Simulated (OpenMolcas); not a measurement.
# Tc²⁺ among point charges: CASSCF levels and susceptibility

How does a field of 4 point charges split the states of Tc²⁺, and what χT follows?

Program: OpenMolcas 26.06. Level of theory: state-averaged CASSCF, spin-orbit coupling by RASSI with atomic mean-field integrals. These are calculated values, not measurements, unless marked.

1 further run of the same task is left out (it didn't finish).

### 1 The system

| Quantity | Value |
| --- | --- |
| Species | Tc²⁺ (technetium, Z = 43, 41 electrons) |
| Basis | ANO-RCC-VDZP [6s5p3d1f], 43 functions |
| Scalar Hamiltonian | DKH2, point nucleus |
| Inactive shells | 1s 2s 2p 3s 3p 3d 4s 4p |
| Active space | 5 electrons in 5 orbitals (4d) |
| Some configurations of this space | 4d5 |
| Orbitals | optimised for each spin and parity, averaged over all roots |

Outer shells as boxes (Hund's rule):

4d5
```
4d [↑ ][↑ ][↑ ][↑ ][↑ ]
```

The ion sits among 4 point charges of -2 e arranged as a square (D4h), 1.93 Å from the ion. The active orbitals were held to one l.

Each step is its own input file, run in one work folder so that later steps find the files of earlier ones. Labels, J, g values, rates, χT and fits are worked out afterwards by a script from the matrices that RASSI stores. The input lists half of the charges; inversion (Group=XYZ) makes the rest.

### 2 GATEWAY and SEWARD: basis and integrals

The input, a.inp:

```
&GATEWAY
Coord
1

Tc 0.0 0.0 0.0
Basis=ANO-RCC-VDZP
Group=XYZ
NoMove
AngMom=0.0 0.0 0.0
AMFI
XField
2 Angstrom 0
1.930000 0.000000 0.000000 -2.000000
0.000000 1.930000 0.000000 -2.000000
&SEWARD
```

The run is started by

```
> OMP_NUM_THREADS=1 MOLCAS_MEM=1689 MOLCAS_PROJECT=a pymolcas a.inp > a.log
```

### 3 Reference wave functions, sextets of even parity, 1 root

The input, a.inp:

```
&RASSCF
FileOrb=start.orb
Symmetry=1
Spin=6
nActEl=5 0 0
Inactive=9 9
Ras2=5 0
CIRoot=1 1 1
SDav=1
CIMx=300
Iter=120 100
PrWF=0.3
OrbListing=Nothing
MaxOrb=0
SupSym
1
15 4 5 6 7 8 10 11 12 13 14 17 18 19 20 21
0
>>> COPY $Project.JobIph JOB001
```

start.orb holds the contracted functions of the basis, ordered by shell, or the orbitals of the step before.

### 4 Reference wave functions, quartets of even parity, 24 roots

The input, a.inp:

```
&RASSCF
FileOrb=start.orb
Symmetry=1
Spin=4
nActEl=5 0 0
Inactive=9 9
Ras2=5 0
CIRoot=24 24 1
SDav=24
CIMx=300
Iter=120 100
PrWF=0.3
OrbListing=Nothing
MaxOrb=0
SupSym
1
15 4 5 6 7 8 10 11 12 13 14 17 18 19 20 21
0
>>> COPY $Project.JobIph JOB002
```

### 5 Reference wave functions, doublets of even parity, 75 roots

The input, a.inp:

```
&RASSCF
FileOrb=start.orb
Symmetry=1
Spin=2
nActEl=5 0 0
Inactive=9 9
Ras2=5 0
CIRoot=75 75 1
SDav=75
CIMx=300
Iter=120 100
PrWF=0.3
OrbListing=Nothing
MaxOrb=0
SupSym
1
15 4 5 6 7 8 10 11 12 13 14 17 18 19 20 21
0
>>> COPY $Project.JobIph JOB003
```

### 6 State interaction with spin-orbit coupling

The input, a.inp:

```
&RASSI
NrOfJobIphs=3 1 24 75
1
1 2 3 4 5 6 7 8 9 10 11 12 13 14 15 16 17 18 19 20 21 22 23 24
1 2 3 4 5 6 7 8 9 10 11 12 13 14 15 16 17 18 19 20 21 22 23 24 25 26 27
28 29 30 31 32 33 34 35 36 37 38 39 40 41 42 43 44 45 46 47 48 49 50 51
52 53 54 55 56 57 58 59 60 61 62 63 64 65 66 67 68 69 70 71 72 73 74 75
IphNames
JOB001
JOB002
JOB003
EJob
SpinOrbit
DIPRint=1.0
SOCoupling=1000.0
Subsets=2
Property=9
'ANGMOM' 1 'ANGMOM' 2 'ANGMOM' 3 'MLTPL  1' 1 'MLTPL  1' 2 'MLTPL  1' 3
'AMFI' 1 'AMFI' 2 'AMFI' 3
SOProperty=3
'ANGMOM' 1 'ANGMOM' 2 'ANGMOM' 3
```

**Question.** What will these runs give? Wanted: spin-free ground state; first state of the same spin within the active space; lowest level; next level.

As calculated:

| quantity | value |
| --- | --- |
| method | CASSCF |
| spin-free ground state | 4E, 2-fold in its orbital part |
| first state of the same spin within the active space | 4B1 at 2750 cm⁻¹ |
| lowest level | 2-fold E1/2, g = 2.50, 2.50, 6.11 |
| next level | 229.5 cm⁻¹ |
| χT at 300 K | 2.56 cm³ K/mol |
| effective moment at 300 K | 4.52 μB |

In words: The spin-free ground state (4E) comes to 37 % from free-ion G terms and has less than the highest spin computed. χT at 300 K is 2.56, against 1.88 cm³ K/mol for the spin alone, so orbital moment adds to it. The field of point charges can differ much from that of real complexes. With metal d orbitals alone active, the gaps between spin states are rough; where two lie within a few thousand cm-1, their order is open. Point charges carry no covalency, so the field is a model and not that of real ligands.
